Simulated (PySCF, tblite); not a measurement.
**C₆H₈NO radical: geometry, infrared bands and EPR parameters**

What infrared bands and EPR parameters should C₆H₈NO radical (`C[C]1C=C(C(N)=O)C1`) show?

The runs use tblite 0.8.0 and PySCF 2.14.0, with density-fitted response routines of our own; the level of theory stands in each step. All values are computed, except where a source is named. Atoms are numbered from 0 throughout.

## (1) The starting structure

16 atoms, charge 0, multiplicity 2; geometry from: force field or distance geometry start.

Bonds of the start (Å): C0–C1 1.48, C1–C2 1.48, C2–C3 1.29, C3–C4 1.48, C4–N5 1.43, C4–O6 1.27, C3–C7 1.47, C7–C1 1.49, C0–H8 1.13, C0–H9 1.13, C0–H10 1.11, C2–H11 1.09, N5–H12 1.06, N5–H13 1.04, C7–H14 1.13, C7–H15 1.12.

## (2) Optimising the geometry with GFN2-xTB

What the job is given:

```
{"job": {"kind": "relax", "xc": "GFN2-xTB", "basis": "xTB"}, "charge": 0, "multiplicity": 2}
C     -2.387900     0.698200    -0.246000
C     -1.374600     0.460900     0.808400
C      0.005200     0.940400     0.588000
C      0.516300    -0.241800     0.478700
C      1.856300    -0.831800     0.259200
N      2.966000     0.040600     0.061500
O      2.011400    -2.094500     0.213900
C     -0.777700    -0.896300     0.713000
H     -2.726300    -0.240700    -0.766300
H     -3.319200     1.077400     0.275000
H     -2.073500     1.374500    -1.061800
H      0.411300     1.954700     0.519800
H      3.736800     0.071700     0.788800
H      3.082000     0.669800    -0.759600
H     -1.092700    -1.425800    -0.235800
H     -0.841100    -1.548400     1.619200
```

The run is started by

```sh
$ OMP_NUM_THREADS=1 python probes_run.py task.json out
```

This one command runs all jobs of the session in turn.

**Question.** This job is followed by: GFN2-xTB harmonic vibrations, gas phase; UKS B3LYP, pcH-1 on C H N O, non-relativistic, mean-field spin-orbit, GIAO. Predict these results of the whole session: strongest single infrared mode (GFN2-xTB); zero-point energy (GFN2-xTB); g(iso) (B3LYP); ⟨S²⟩; largest a(iso) (averaged by class); potential on the surface of density 0.002 e/bohr³, 1st and 99th percentile.

**Answer**, as computed:

```
                                                                  quantity                  value
                                 strongest single infrared mode (GFN2-xTB)  1663 cm⁻¹, 448 km/mol
                                              zero-point energy (GFN2-xTB)          78.0 kcal/mol
                                                            g(iso) (B3LYP)                2.00325
                                                                      ⟨S²⟩     0.773 (exact 0.75)
                                        largest a(iso) (averaged by class)    13C on C3, 59.8 MHz
potential on the surface of density 0.002 e/bohr³, 1st and 99th percentile     -2.22 V and 1.89 V
```

**Reading.** Over 111 steps the energy fell by 2.299 eV; of the close pairs, C2–C3 changed most, 1.293 to 1.408 Å. All 42 modes are real, so the xTB geometry is a minimum. The strongest single mode, at 1663 cm⁻¹, moves mainly C4 and O6. GFN2-xTB is a fitted tight-binding method: band positions and strengths are rough. Its intensities can rank the bands wrongly. The largest spin populations lie on C3 (0.63 e), C1 (0.53 e). The isotropic g lies 0.9 ppt above the free-electron value. These values are for one conformer; the search (at its own cheap level) found 2 more, at 0.00, 0.06 kcal/mol (those within 0.05 may be mirror or relabelled copies), and measured spectra average over such forms.
